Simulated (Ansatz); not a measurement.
Working through a rigid scan of one bond length of C2H4GeS, SMILES C#[C][GeH2][SH]

With the Python package of Ansatz (0.2.0).

Notebook, run cell by cell (the value of a cell's last expression is shown):

In [1]:
```python
import ansatz as az
import numpy as np

BASIS_SET = 'def2-SVP'
XC = 'cam_b3lyp'
```

In [2]:
```python
molecule = (
    az.Crystal.molecule()
    .atom('C', (-2.3728, 0.6201, -0.07))
    .atom('C', (-1.2497, 0.1929, 0.0233))
    .atom('Ge', (0.5152, -0.4775, 0.1695))
    .atom('S', (1.9426, 1.0231, -0.6317))
    .atom('H', (-3.3589, 0.9953, -0.1519))
    .atom('H', (0.8403, -0.756, 1.6592))
    .atom('H', (0.6375, -1.792, -0.6425))
    .atom('H', (3.0458, 0.1942, -0.3559))
)
```

In [3]:
```python
symbols = [site.symbol for site in molecule.cartesian_sites]
start = np.array([site.position_ang for site in molecule.cartesian_sites])
axis = (start[3] - start[2]) / np.linalg.norm(start[3] - start[2])
moving = [3, 7]
lengths, energies = [1.89, 2.04, 2.22, 2.44, 2.78, 3.33, 4.0, 4.89], []
for length in lengths:
    xyz = start.copy()
    xyz[moving] += (length - np.linalg.norm(start[3] - start[2])) * axis
    point = az.Crystal.molecule()
    for symbol, place in zip(symbols, xyz):
        point = point.atom(symbol, place.tolist())
    job = point.calculation()
    job = job.basis(gaussian=BASIS_SET)
    job = job.functional(XC).scf(lower_state_search='off')
    r = job.run(threads=1).report
    energies.append(r['free_energy_ev'])
    print(f'r = {length:6.3f} A  E = {energies[-1]:.5f} eV  <S^2> = {abs(r["mean_field"]["state"]["spin_squared"]):.3f}')
```
```text
r =  1.890 A  E = -69479.97614 eV  <S^2> = 0.000
r =  2.040 A  E = -69481.01920 eV  <S^2> = 0.000
r =  2.220 A  E = -69481.36159 eV  <S^2> = 0.000
r =  2.440 A  E = -69481.12017 eV  <S^2> = 0.000
r =  2.780 A  E = -69480.25100 eV  <S^2> = 0.000
r =  3.330 A  E = -69478.80272 eV  <S^2> = 0.000
r =  4.000 A  E = -69477.52232 eV  <S^2> = 0.000
r =  4.890 A  E = -69476.53902 eV  <S^2> = 0.000
```

In [4]:
```python
print('energy above the lowest point (eV):', [round(e - min(energies), 3) for e in energies])
```
```text
energy above the lowest point (eV): [1.385, 0.342, 0.0, 0.241, 1.111, 2.559, 3.839, 4.823]
```

What to keep in mind:
- These settings explore the input space; basis and method may be short of convergence.
- The rest of the molecule is held rigid at a force-field or estimated start geometry, and the basis set is modest; single-reference methods fail as a bond breaks.
- The orbitals are restricted, so S² is zero by construction.
- Toward dissociation an unrestricted state can lie under the restricted one, by tenths of an eV for polar bonds under a functional and by 1 to 2 eV or more for others.
- Finished in 22 s on 1 thread of Arm Neoverse V2 (shared host), peak memory 0.27 GiB.
